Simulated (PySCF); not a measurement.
# CHBF2S: the cost of one run

Computed with PySCF 2.14.0 and routines of our own; the level stands in each step. Atoms count from 0.

## 1. The system as given

6 atoms, charge 0, multiplicity 1; geometry from: GFN2-xTB.

## 2. Optimising the geometry at PBE0-D3(BJ)/def2-SVP

What the job is given:

```
{"job": {"xc": "PBE0", "basis": "def2-SVP", "d3": "d3bj", "grid": 1, "kind": "geom"}, "charge": 0, "multiplicity": 1}
F      1.244981     1.344350     0.023808
B      0.768648     0.125021     0.102444
F      1.664634    -0.805027     0.360178
C     -0.736397    -0.232916    -0.090813
S     -1.910088     0.848436    -0.404322
H     -1.028655    -1.277873    -0.012869
```

Command:

```console
$ OMP_NUM_THREADS=1 python excited_run.py task.json out
```

This one command runs all jobs of the session in turn.

**Question.** How long does this first job take on 1 thread of Arm Neoverse V1, shared host, and how much memory does it need?

About 14 s, with a peak of 0.41 GiB.
